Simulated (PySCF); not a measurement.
# SiNH5Se+ (SMILES [NH2+][SiH2][SeH]): UTPSSh/def2-SVP

Aim: the vertical doublet–quartet gap of SiNH5Se+ at UTPSSh/def2-SVP, from 2 runs. 

The results are computed with PySCF 2.14.0.

**1. The structure to begin with**

SiNH5Se+: 8 atoms, total charge +1, spin state doublet. As SMILES, `[NH2+][SiH2][SeH]`. Geometry: a GFN2-xTB relaxation, a rough one for these elements and not checked as a minimum. This is one conformer, not always the lowest.

Bond lengths: N1–Si2 1.690 Å, Si2–Se3 2.602 Å, N1–H4 1.011 Å, N1–H5 1.011 Å, Si2–H6 1.452 Å, Si2–H7 1.452 Å, Se3–H8 1.450 Å. Angles: N1–Si2–Se3 104.4°, N1–Si2–H6 112.8°, N1–Si2–H7 114.7°, Se3–Si2–H6 97.4°, Se3–Si2–H7 96.1°, Si2–N1–H4 124.2°, Si2–N1–H5 124.3°, Si2–Se3–H8 97.0°, H6–Si2–H7 125.1°, H4–N1–H5 111.0°.

**2. The energy at UTPSSh/def2-SVP**

run.py reads:

```python
from pyscf import gto, dft

mol = gto.M(
    atom=[
    ('N', (-0.876260, 0.357030, -0.792440)),
    ('Si', (0.560870, 0.643760, 0.049190)),
    ('Se', (1.145560, -1.649270, 1.132110)),
    ('H', (-0.918800, 0.017130, -1.744090)),
    ('H', (-1.793540, 0.624830, -0.462260)),
    ('H', (0.353190, 1.385190, 1.280410)),
    ('H', (1.745760, 0.728080, -0.785180)),
    ('H', (-0.216790, -2.106740, 1.322270)),
],
    spin=1,
    max_memory=1860,
    charge=1,
    basis='def2-svp',
    verbose=3,
)

mf = dft.UKS(mol, xc='tpssh')
mf.conv_tol = 1e-10
mf.grids.level = 5
mf.kernel()
if not mf.converged:
    mf = mf.newton().run(mf.mo_coeff, mf.mo_occ)

energy = mf.e_tot
print(f'total energy: {energy:.8f} hartree')
```

The run is started by

```console
$ OMP_NUM_THREADS=1 python run.py
```

Standard output:

```text
WARN: HOMO -0.270168427991037 >= LUMO -0.270168427991039

converged SCF energy = -2748.06412477029  <S^2> = 0.75349713  2S+1 = 2.0034941
total energy: -2748.06412477 hartree
```

Run time: 2.2 min. Hardware: 1 thread of Arm Neoverse V1, shared host; peak memory 0.52 GiB.

**3. The quartet at the same level**

input.xyz reads:

```xyz
8
H5NSeSi
N     -0.876260     0.357030    -0.792440
Si     0.560870     0.643760     0.049190
Se     1.145560    -1.649270     1.132110
H     -0.918800     0.017130    -1.744090
H     -1.793540     0.624830    -0.462260
H      0.353190     1.385190     1.280410
H      1.745760     0.728080    -0.785180
H     -0.216790    -2.106740     1.322270
```

job.py reads:

```python
from pyscf import gto, dft

molecule = gto.M(
    atom='input.xyz',
    charge=1,
    verbose=3,
    max_memory=1860,
    spin=3,
    basis='def2-svp',
)

mf = dft.UKS(molecule, xc='tpssh')
mf.conv_tol = 1e-10
mf.grids.level = 5
mf.kernel()
if not mf.converged:
    mf = mf.newton().run(mf.mo_coeff, mf.mo_occ)

e_final = mf.e_tot
print('E = %.10f Eh' % e_final)
```

The run is started by

```console
$ OMP_NUM_THREADS=1 python job.py
```

Standard output:

```text
WARN: HOMO -0.0559796057172326 >= LUMO -0.290054189404791

WARN: HOMO -0.286101212157135 >= LUMO -0.482771946336644

WARN: HOMO -0.279836332987026 >= LUMO -0.42897709737047

WARN: HOMO -0.255694432882335 >= LUMO -0.41436109059628

WARN: HOMO -0.260679172211402 >= LUMO -0.415478458197792

WARN: HOMO -0.262074338553689 >= LUMO -0.4105499887976

WARN: HOMO -0.262377558933252 >= LUMO -0.41158037655898

WARN: HOMO -0.26240244976347 >= LUMO -0.411467707107905

WARN: HOMO -0.262372873918513 >= LUMO -0.411447792883218

WARN: HOMO -0.262351741367255 >= LUMO -0.411445605823

WARN: HOMO -0.262350535677333 >= LUMO -0.411457506201845

WARN: HOMO -0.262358429366304 >= LUMO -0.411467081217348

WARN: HOMO -0.262353239024022 >= LUMO -0.411465375154877

WARN: HOMO -0.262353549983581 >= LUMO -0.411467057594504

WARN: HOMO -0.262353788428411 >= LUMO -0.41146763467344

WARN: HOMO -0.262353497859641 >= LUMO -0.411467179773708

converged SCF energy = -2747.87846148425  <S^2> = 3.7585888  2S+1 = 4.0042921
E = -2747.8784614842 Eh
```

Wall time 2 min (1 thread of Arm Neoverse V1, shared host); peak memory 0.52 GiB.

**4. Summary of results**

At UTPSSh/def2-SVP:

```
                                        quantity           value
                           doublet: total energy  -2748.06412 Eh
     doublet: HOMO energy (highest over α and β)       -12.05 eV
      doublet: LUMO energy (lowest over α and β)       -10.85 eV
                                   doublet: ⟨S²⟩           0.753
                           quartet: total energy  -2747.87846 Eh
     quartet: HOMO energy (highest over α and β)        -7.14 eV
                                   quartet: ⟨S²⟩           3.759
vertical energy of the quartet above the doublet        5.052 eV
```

At this shape the quartet lies 5.05 eV (487 kJ/mol) above the doublet. Mulliken charges (doublet) run from -0.34 on N1 to +0.54 on Si2. Mulliken charges (quartet) run from -0.13 on N1 to +0.41 on Se3.
